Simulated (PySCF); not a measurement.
# GaH2O2F (SMILES [OH][Ga]([OH])[F]): ADC(2)/ccECP-cc-pVDZ (core potential, root kind ee)

We compute the vertical excitations of GaH2O2F. The job is set up through a Python script.

The results are computed with PySCF 2.14.0.

1 further run of the same task is left out (set aside as unsound or not needed).

## 1. The molecule

The species is GaH2O2F (6 atoms), meant as a singlet with charge 0. As SMILES, `[OH][Ga]([OH])[F]`. The coordinates come from a PBE0-D4/def2-TZVP relaxation. This is one conformer, not always the lowest.

Bond lengths: O1–Ga2 1.769 Å, Ga2–O3 1.762 Å, Ga2–F4 1.743 Å, O1–H5 0.960 Å, O3–H6 0.960 Å. Angles: O1–Ga2–O3 123.2°, O1–Ga2–F4 118.9°, O3–Ga2–F4 117.8°, Ga2–O1–H5 113.2°, Ga2–O3–H6 112.9°.

## 2. The excited states at ADC(2)/ccECP-cc-pVDZ (core potential, root kind ee)

Contents of run.py:

```python
from pyscf import gto, adc

mol = gto.M(
    atom='''
O     -0.561627     2.553020    -1.086215
Ga    -0.128879    -0.647042    -0.222232
O      1.501198    -1.591716     2.523351
F     -1.365516    -3.002397    -2.163358
H     -1.490616     2.757110    -2.632011
H      2.124430    -0.189729     3.493159
''',
    ecp='ccecp',
    unit='bohr',
    verbose=3,
    max_memory=1860,
    basis='ccecp-cc-pvdz',
)

calc0 = mol.RHF()
calc0.conv_tol = 1e-10
calc0.kernel()
if not calc0.converged:
    calc0 = calc0.newton().run(calc0.mo_coeff, calc0.mo_occ)

myadc = adc.ADC(calc0)
myadc.method = 'adc(2)'

myadc.method_type = 'ee'
e, vec, osc, x = myadc.kernel(nroots=3)

roots = e * 27.211386
print('root  energy (eV)  strength')
for i, (w, f) in enumerate(zip(roots, osc), 1):
    print('%3d %10.4f %10.5f' % (i, w, f))
```

The run is started by

```bash
OMP_NUM_THREADS=1 python run.py
```

Log:

```text
converged SCF energy = -58.8174652213195
MP2 correlation energy of reference state (a.u.) = -0.60951079
root  energy (eV)  strength
  1     6.5725    0.00002
  2     7.1845    0.09216
  3     7.5870    0.11834
```

Wall time 12 s (1 thread of Arm Neoverse V1, shared host); peak memory 0.4 GiB.

The roots found:

| excited state | energy (eV) | strength |
| --- | --- | --- |
| 1 | 6.573 | 0.0000 |
| 2 | 7.185 | 0.0922 |
| 3 | 7.587 | 0.1183 |

## 3. Results

Level: ADC(2)/ccECP-cc-pVDZ (core potential, root kind ee).

| quantity | value |
| --- | --- |
| dipole moment (Hartree–Fock density) | 2.24 D |
| HOMO energy (Hartree–Fock orbitals) | -13.94 eV |
| LUMO energy (Hartree–Fock orbitals) | 1.66 eV |
| HOMO–LUMO gap (Hartree–Fock orbitals) | 15.60 eV |
| correlation energy | -609.5 mEh |
| lowest excitation energy | 6.57 eV |

The brightest of the 3 transitions from the ground state lies at 7.59 eV (163 nm, f = 0.118); the lowest, at 6.57 eV, has f = 0.000. The basis has no diffuse functions, so Rydberg states are missing or pushed up, and the true lowest state may lie lower.
